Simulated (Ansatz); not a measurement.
# two structures of Ti: a comparison of enthalpies under pressure

Run with the Python package of Ansatz (0.2.0).

Script `transition_ti.py`:
```python
"""Enthalpies of two structures of Ti under pressure."""

import csv
import warnings

import ansatz as az
import numpy as np


def fcc(first, a):
    return (
        az.Lattice.fcc(a)
        .space_group(225)
        .atom(first, [0, 0, 0])
        .primitive()
    )


def sc(a_site, a):
    return (
        az.Lattice.cubic(a)
        .space_group(221)
        .atom(a_site, [0, 0, 0])
    )


def ground_state(name, crystal, pressure=0.0):
    calc = crystal.calculation()
    calc = calc.functional("r2scan").basis(620)
    calc = calc.kpoints(spacing=0.14)
    calc = calc.occupations("fermi_dirac", width=0.1)
    calc = calc.relax(force_tolerance=0.02, cell=True, pressure=pressure)
    return calc.run(threads=1)


def volume_per_atom(outcome):
    return abs(np.linalg.det(outcome.lattice.cell_ang)) / len(outcome.lattice.sites)

warnings.simplefilter("ignore", az.DeckWarning)

phases = {}
phases["fcc"] = fcc("Ti", 4.13)
phases["sc"] = sc("Ti", 2.69)

# H = E + PV, with 1 eV per cubic angstrom equal to 160.2 GPa
pressures = [0, 20, 40, 60]
enthalpy, volume = {name: [] for name in phases}, {name: [] for name in phases}
for p in pressures:
    for name, crystal in phases.items():
        o = ground_state(name, crystal, pressure=p)
        volume[name].append(volume_per_atom(o))
        enthalpy[name].append(o.report["energy_sigma0_ev"] / len(o.lattice.sites) + p * volume[name][-1] / 160.21766)
gap = np.array(enthalpy["sc"]) - np.array(enthalpy["fcc"])
rows = [(p, va, vb, 1000 * d) for p, va, vb, d in zip(pressures, volume["fcc"], volume["sc"], gap)]
with open("transition.csv", "w", newline="") as handle:
    writer = csv.writer(handle)
    writer.writerow(["P (GPa)", "V fcc (A^3/atom)", "V sc (A^3/atom)", "H(sc) - H(fcc) (meV/atom)"])
    writer.writerows([round(v, 4) if isinstance(v, float) else v for v in row] for row in rows)
print(open("transition.csv").read())
crossings = [p0 - g0 * (p1 - p0) / (g1 - g0) for p0, p1, g0, g1 in zip(pressures, pressures[1:], gap, gap[1:]) if g0 * g1 < 0]
print("crossing near", [round(float(p), 1) for p in crossings], "GPa") if crossings else print("no crossing in this range")
```

```console
$ python transition_ti.py
P (GPa),V fcc (A^3/atom),V sc (A^3/atom),H(sc) - H(fcc) (meV/atom)
0,17.3956,18.1563,842.3175
20,15.0722,15.1003,881.0034
40,13.6101,13.3888,866.3778
60,12.5476,12.2524,832.1499

no crossing in this range
```

Reading the output:
- At a fixed pressure a relaxation lowers the enthalpy F + PV, while F alone can rise.
- Only these two structures are compared, at zero temperature and with their symmetry kept; either may be hypothetical, and another phase may be lower than both. Differences under 10 to 15 meV an atom lie within the error of mesh and functional.
- The cells are prototypes set up for this calculation and needn't exist.
- Wall time of the script: 4.2 min on 1 thread of Arm Neoverse V1 (shared host), peak memory 0.46 GiB.
